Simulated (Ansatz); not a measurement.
**U-r2SCAN/def2-SVPD run of GaHBrO (SMILES [OH][Ga][Br])**

What is the electronic atomisation energy of GaHBrO at U-r2SCAN/def2-SVPD? 

The calculation is run with Ansatz 0.2.0.

30 further runs of the same task are left out: 30 set aside as unsound or not needed. Runs told in other sessions of the task aren't counted.

**1. The structure to begin with**

GaHBrO: 4 atoms, total charge 0, spin state doublet. As SMILES, `[OH][Ga][Br]`. The coordinates come from a PBE0-D4/def2-TZVP relaxation.

Bond lengths: O1–Ga2 1.795 Å, Ga2–Br3 2.313 Å, O1–H4 0.961 Å. Angles: O1–Ga2–Br3 116.0°, Ga2–O1–H4 114.2°.

**2. The energy at U-r2SCAN/def2-SVPD**

The input, molecule.yaml:

```yaml
crystal:
  periodic: [false, false, false]
  atoms:
    - {symbol: O, position_ang: [-0.945400, 0.045500, -0.527800]}
    - {symbol: Ga, position_ang: [0.607600, 0.441600, 0.280200]}
    - {symbol: Br, position_ang: [1.823300, -1.358700, 1.075700]}
    - {symbol: H, position_ang: [-1.429900, 0.811300, -0.848400]}
basis:
  gaussian:
    orbitals: def2-SVPD
magnetization:
  spin_polarized: true
  initial_magnetization: 1
hamiltonian:
  xc: {name: r2SCAN}
accuracy: high
output: {orbitals: {seedname: orbitals}}
```

Run with:

```bash
$ ansatz run molecule.yaml --threads 1 --pin off --max-ram 2610MiB --events-out events.jsonl --progress --plain --runs-dir runs
```

Standard output:

```text
Warning: RAYON_NUM_THREADS=1 ignored (pool sized by the plan → 1); use --threads N
Functional definition: r2SCAN
  name "r2SCAN"
  parameter k0 = 0.174
  parameter k1 = 0.065
  parameter a1 = 4.9479
  exchange = r2scan_x(k0 = k0, k1 = k1, a1 = a1)
  correlation = r2scan_c
1980 factors; integrals over basis functions are off by at most 4.6e-9 eV
mean field evaluation 1: about -124463.8313 eV, gradient 4.5e1 eV
mean field evaluation 2: about -124364.0480 eV, gradient 1.3e2 eV
mean field evaluation 4: about -124470.5502 eV, gradient 1.4e1 eV
mean field evaluation 8: about -124471.3102 eV, gradient 3.1e-1 eV
mean field evaluation 16: about -124471.3106 eV, gradient 8.2e-5 eV
mean field -124471.31058150 eV, -4574.2362941855 hartree, gradient 8.3e-8 eV, S^2 0.754467; 0 other end points of the search recorded, 0 dependent functions left out
reference -124471.31059572 eV, -4574.2362947082 hartree; 38, 37 occupied and 72, 73 virtual orbitals, 1980 factors
Total energy: -124471.31059572 eV, -4574.2362947082 hartree
```

It took 32 s on 1 thread of Arm Neoverse V1, shared host; peak memory 0.46 GiB.

**3. The Br atom**

The input, job.yaml:

```yaml
crystal:
  periodic: [false, false, false]
  atoms:
    - {symbol: Br, position_ang: [0.000000, 0.000000, 0.000000]}
basis:
  gaussian: {orbitals: def2-SVPD}
magnetization: {spin_polarized: true, initial_magnetization: 1}
hamiltonian: {xc: {name: r2SCAN}}
accuracy: high
```

Run with:

```bash
$ ansatz run job.yaml --threads 1 --pin off --max-ram 2610MiB --events-out events.jsonl --progress --plain --runs-dir runs
```

Standard output, shortened:

```text
Warning: RAYON_NUM_THREADS=1 ignored (pool sized by the plan → 1); use --threads N
[... 7 set-up lines as earlier in the session ...]
397 factors; integrals over basis functions are off by at most 4.7e-9 eV
mean field evaluation 1: about -70036.3386 eV, gradient 4.1e0 eV
mean field evaluation 2: about -70036.4084 eV, gradient 1.4e0 eV
mean field evaluation 4: about -70036.4114 eV, gradient 1.8e-1 eV
mean field evaluation 8: about -70036.4115 eV, gradient 1.3e-3 eV
mean field evaluation 16: about -70036.4115 eV, gradient 1.1e-7 eV
mean field evaluation 32: about -70036.4114 eV, gradient 9.3e-2 eV
mean field -70036.41151435 eV, -2573.7906507677 hartree, gradient 2.4e-8 eV, S^2 0.752974; 2 other end points of the search recorded, 0 dependent functions left out
reference -70036.41152593 eV, -2573.7906511931 hartree; 18, 17 occupied and 23, 24 virtual orbitals, 397 factors
Total energy: -70036.41152593 eV, -2573.7906511931 hartree
```

Run time: 8.7 s. Hardware: 1 thread of Arm Neoverse V1, shared host; peak memory 0.15 GiB.

**4. The Ga atom, same level**

The input, run.yaml:

```yaml
crystal:
  periodic: [false, false, false]
  atoms:
    - {symbol: Ga, position_ang: [0.000000, 0.000000, 0.000000]}
basis:
  gaussian:
    orbitals: def2-SVPD
magnetization:
  spin_polarized: true
  initial_magnetization: 1
hamiltonian:
  xc: {name: r2SCAN}
accuracy: high
```

Run with:

```bash
$ ansatz run run.yaml --threads 1 --pin off --max-ram 2610MiB --events-out events.jsonl --progress --plain --runs-dir runs
```

Standard output, shortened:

```text
Warning: RAYON_NUM_THREADS=1 ignored (pool sized by the plan → 1); use --threads N
[... 7 set-up lines as earlier in the session ...]
371 factors; integrals over basis functions are off by at most 3.9e-9 eV
mean field evaluation 1: about -52369.4305 eV, gradient 8.7e0 eV
mean field evaluation 2: about -52369.3832 eV, gradient 1.1e1 eV
mean field evaluation 4: about -52369.6081 eV, gradient 4.7e-1 eV
mean field evaluation 8: about -52369.6055 eV, gradient 9.3e-3 eV
mean field evaluation 16: about -52369.6055 eV, gradient 7.0e-7 eV
mean field evaluation 32: about -52369.4792 eV, gradient 2.9e0 eV
mean field -52369.60552097 eV, -1924.5475055020 hartree, gradient 3.4e-8 eV, S^2 0.755935; 3 other end points of the search recorded, 0 dependent functions left out
reference -52369.60552706 eV, -1924.5475057257 hartree; 16, 15 occupied and 22, 23 virtual orbitals, 371 factors
Total energy: -52369.60552706 eV, -1924.5475057257 hartree
```

It took 11 s on 1 thread of Arm Neoverse V1, shared host; peak memory 0.16 GiB.

**5. The H atom at the same level**

The input, job.yaml:

```yaml
crystal:
  periodic: [false, false, false]
  atoms:
    - symbol: H
      position_ang: [0.000000, 0.000000, 0.000000]
basis:
  gaussian:
    orbitals: def2-SVPD
magnetization:
  spin_polarized: true
  initial_magnetization: 1
hamiltonian:
  xc: r2scan
accuracy: high
```

Run with:

```bash
$ ansatz run job.yaml --threads 1 --pin off --max-ram 2610MiB --events-out events.jsonl --progress --plain --runs-dir runs
```

Standard output, shortened:

```text
Warning: RAYON_NUM_THREADS=1 ignored (pool sized by the plan → 1); use --threads N
[... 7 set-up lines as earlier in the session ...]
33 factors; integrals over basis functions are off by at most 2.1e-9 eV
mean field evaluation 1: about -13.5842 eV, gradient 3.3e-3 eV
mean field evaluation 2: about -13.5842 eV, gradient 3.4e-3 eV
mean field evaluation 4: about -13.5842 eV, gradient 2.8e-5 eV
mean field -13.58416968 eV, -0.4992090282 hartree, gradient 8.8e-10 eV, S^2 0.750000; 0 other end points of the search recorded, 0 dependent functions left out
reference -13.58417057 eV, -0.4992090606 hartree; 1, 0 occupied and 7, 8 virtual orbitals, 33 factors
Total energy: -13.58417057 eV, -0.4992090606 hartree
```

Wall time 0.42 s (1 thread of Arm Neoverse V1, shared host).

**6. The O atom**

The input, molecule.yaml:

```yaml
crystal:
  periodic: [false, false, false]
  atoms:
    - {symbol: O, position_ang: [0.000000, 0.000000, 0.000000]}
basis:
  gaussian: {orbitals: def2-SVPD}
magnetization: {spin_polarized: true, initial_magnetization: 2}
hamiltonian: {xc: r2scan}
accuracy: high
```

Run the same way, it converges to -74.97041 Eh (log not shown).

**7. Outcome**

Level: U-r2SCAN/def2-SVPD.

| quantity | value |
| --- | --- |
| molecule: total energy | -4574.23629 Eh |
| molecule: HOMO energy (highest over α and β) | -6.04 eV |
| molecule: LUMO energy (lowest over α and β) | -4.28 eV |
| molecule: ⟨S²⟩ | 0.754 |
| Br atom: total energy | -2573.79065 Eh |
| Br atom: ⟨S²⟩ | 0.753 |
| Ga atom: total energy | -1924.54751 Eh |
| Ga atom: ⟨S²⟩ | 0.756 |
| H atom: total energy | -0.49921 Eh |
| H atom: ⟨S²⟩ | 0.750 |
| O atom: total energy | -74.97041 Eh |
| O atom: ⟨S²⟩ | 2.005 |
| electronic atomisation energy | 11.661 eV |

Taking the molecule apart into free atoms costs 11.66 eV (269 kcal/mol), before zero-point energy and without spin-orbit coupling.
